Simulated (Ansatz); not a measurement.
# C2H10B2Si: one species, many methods

One table from this session's results is given with a row withheld; the runs are named, their logs left out.

Program: Ansatz 0.2.0, Gaussian basis. Level of theory: functionals in def2-TZVPP, the program's frozen cores in correlated methods. These are calculated values, not measurements.

Plan: PBE-D4, r2SCAN-D4, PBE0-D4, B3LYP-D4, ωB97X-V, ωB97M-V, B2PLYP; CCSD(T)/def2-TZVPP; MP2/def2-QZVPP; extrapolation to the limit.

## The geometry

All runs share one geometry, relaxed beforehand with PBE0-D4 in a triple-zeta def2 set.

SMILES `BC(C)B[SiH3]`, 15 atoms, charge 0, spin multiplicity 1.

Atoms are counted from 1 here; the program's logs count them from 0.

Bond lengths: B1–C2 1.556 Å, B1–H6 1.198 Å, B1–H7 1.197 Å, C2–C3 1.521 Å, C2–B4 1.539 Å, C2–H8 1.119 Å, C3–H9 1.093 Å, C3–H10 1.092 Å, C3–H11 1.093 Å, B4–Si5 2.015 Å, B4–H12 1.202 Å, Si5–H13 1.491 Å, Si5–H14 1.492 Å, Si5–H15 1.492 Å. Angles: C2–B1–H6 119.9°, C2–B1–H7 120.9°, H6–B1–H7 119.1°, B1–C2–C3 117.5°, B1–C2–B4 105.2°, B1–C2–H8 90.6°, C3–C2–B4 120.2°, C3–C2–H8 113.0°, B4–C2–H8 105.8°, C2–C3–H9 111.8°, C2–C3–H10 110.1°, C2–C3–H11 112.0°, H9–C3–H10 107.2°, H9–C3–H11 107.9°, H10–C3–H11 107.6°, C2–B4–Si5 123.9°, C2–B4–H12 118.1°, Si5–B4–H12 117.9° and more.

Set-up of the first run:

in.yaml

```yaml
crystal:
  periodic: [false, false, false]
  atoms:
    - {symbol: B, position_ang: [-0.923182, 1.151274, 0.678576]}
    - {symbol: C, position_ang: [0.102740, -0.017714, 0.727373]}
    - {symbol: C, position_ang: [0.152354, -0.856359, 1.995050]}
    - {symbol: B, position_ang: [0.004495, -0.699229, -0.649169]}
    - {symbol: Si, position_ang: [0.475779, 0.203584, -2.388045]}
    - {symbol: H, position_ang: [-1.616404, 1.378435, 1.629027]}
    - {symbol: H, position_ang: [-0.990148, 1.870640, -0.276161]}
    - {symbol: H, position_ang: [0.950909, 0.707834, 0.649108]}
    - {symbol: H, position_ang: [1.057874, -1.465757, 2.042417]}
    - {symbol: H, position_ang: [-0.698793, -1.540143, 2.026327]}
    - {symbol: H, position_ang: [0.114626, -0.239390, 2.896033]}
    - {symbol: H, position_ang: [-0.432542, -1.818166, -0.697037]}
    - {symbol: H, position_ang: [1.128134, 1.532861, -2.212057]}
    - {symbol: H, position_ang: [1.403105, -0.659296, -3.176731]}
    - {symbol: H, position_ang: [-0.750546, 0.400625, -3.215110]}
basis:
  gaussian: {orbitals: def2-TZVPP}
hamiltonian: {xc: pbe, dispersion: d4}
output: {forces: true, orbitals: {seedname: orbitals}}
```

Run with:

```bash
> ansatz run in.yaml --threads 4 --pin off --events-out ev --progress --plain --max-ram 10444MiB
```

Among the steps run: PBE-D4 (GGA); r2SCAN-D4 (meta-GGA); PBE0-D4 (hybrid); B3LYP-D4 (hybrid); ωB97X-V (range-separated); ωB97M-V (range-separated); B2PLYP (double hybrid); CCSD(T) in def2-TZVPP; MP2 in def2-QZVPP.

One of the session's tables, all rows but one given; the rest of the session is left out.

| method | atomisation energy (kJ/mol) |
| --- | --- |
| PBE-D4 | 5334.1 |
| r2SCAN-D4 | 5315.6 |
| PBE0-D4 | 5305.9 |
| B3LYP-D4 | 5306.4 |
| ωB97X-V | 5308.7 |
| ωB97M-V | 5306.6 |
| B2PLYP | 5238.5 |
| HF/def2-TZVPP | ? |
| MP2/def2-TZVPP | 5187.4 |
| CCSD/def2-TZVPP | 5112.4 |
| CCSD(T)/def2-TZVPP | 5163.0 |
| MP2/CBS | 5291.9 |
| CCSD(T)/CBS | 5267.5 |

**Question.** Estimate the row for HF/def2-TZVPP.

As computed: atomisation energy (kJ/mol): 4119.1. In the column «atomisation energy (kJ/mol)» it is the lowest.

Caveats from the session: Free atoms (2 B, 2 C, 1 Si, 10 H) were run apart at each level; the atomisation energy is their sum less the molecule, without zero-point or spin-orbit terms.
